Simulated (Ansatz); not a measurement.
**Cl5HOW: how energies converge with the basis set**

One table from this session's results is given with a row withheld; the runs are named, their logs left out.

Program: Ansatz 0.2.0, Gaussian basis. Level of theory: one geometry, several basis sets. These are calculated values, not measurements.

Plan: PBE0-D4/def2-SVP; ωB97M-V/def2-SVP; PBE0-D4/def2-QZVPP; ωB97M-V/def2-QZVPP; the functionals' def2-TZVPP values are taken from earlier runs.

**The relaxed structure**

An earlier PBE0-D4 in a triple-zeta def2 set relaxation fixed the geometry. W takes the def2 core potential; no spin-orbit term is included.

SMILES `[OH][W]([Cl])([Cl])([Cl])([Cl])[Cl]`, 8 atoms, charge 0, spin multiplicity 1.

Atoms are counted from 1 here; the program's logs count them from 0.

Bond lengths: O1–W2 1.850 Å, O1–H8 0.962 Å, W2–Cl3 2.332 Å, W2–Cl4 2.278 Å, W2–Cl5 2.288 Å, W2–Cl6 2.299 Å, W2–Cl7 2.299 Å. Angles: W2–O1–H8 131.6°, O1–W2–Cl3 83.9°, O1–W2–Cl4 92.9°, O1–W2–Cl5 170.6°, O1–W2–Cl6 92.0°, O1–W2–Cl7 92.0°, Cl3–W2–Cl4 176.8°, Cl3–W2–Cl5 86.7°, Cl3–W2–Cl6 91.3°, Cl3–W2–Cl7 91.4°, Cl4–W2–Cl5 96.5°, Cl4–W2–Cl6 88.7°, Cl4–W2–Cl7 88.8°, Cl5–W2–Cl6 88.2°, Cl5–W2–Cl7 88.2°, Cl6–W2–Cl7 175.4°.

The first run:

Input file in.yaml:

```yaml
crystal:
  periodic: [false, false, false]
  atoms:
    - {symbol: O, position_ang: [-0.678970, -1.269522, 0.694724]}
    - {symbol: W, position_ang: [-0.004305, 0.195520, -0.211854]}
    - {symbol: Cl, position_ang: [1.643066, 0.146015, 1.438262]}
    - {symbol: Cl, position_ang: [-1.667484, 0.143501, -1.767436]}
    - {symbol: Cl, position_ang: [1.099446, 2.005404, -1.071646]}
    - {symbol: Cl, position_ang: [-1.279236, 1.651300, 1.028584]}
    - {symbol: Cl, position_ang: [1.259076, -1.140541, -1.591138]}
    - {symbol: H, position_ang: [-0.371582, -1.731695, 1.480495]}
basis:
  gaussian: {orbitals: def2-SVP}
hamiltonian: {xc: pbe0, dispersion: d4}
output: {orbitals: {seedname: orbitals}}
```

The run is started by

```
$ ansatz run in.yaml --threads 2 --pin off --events-out ev --progress --plain --max-ram 32768MiB --backend cpu
```

Among the steps run: PBE0-D4 in def2-SVP; ωB97M-V in def2-SVP; PBE0-D4 in def2-QZVPP; ωB97M-V in def2-QZVPP.

One table of the session follows, with a row left open; its other results are not shown here.

It belongs to the step «Functionals by basis». 

```
functional       basis  HOMO (eV)  LUMO (eV)
   PBE0-D4    def2-SVP          ?          ?
   PBE0-D4  def2-TZVPP      -8.91      -4.97
   PBE0-D4  def2-QZVPP      -8.93      -4.99
   ωB97M-V    def2-SVP     -11.10      -3.20
   ωB97M-V  def2-TZVPP     -11.09      -3.13
   ωB97M-V  def2-QZVPP     -11.11      -3.17
```

**Question.** Estimate the row for PBE0-D4, def2-SVP.

As computed: HOMO (eV): -8.96; LUMO (eV): -5.07. In the column «HOMO (eV)» it lies between ωB97M-V, def2-TZVPP (-11.09) and PBE0-D4, def2-QZVPP (-8.93).
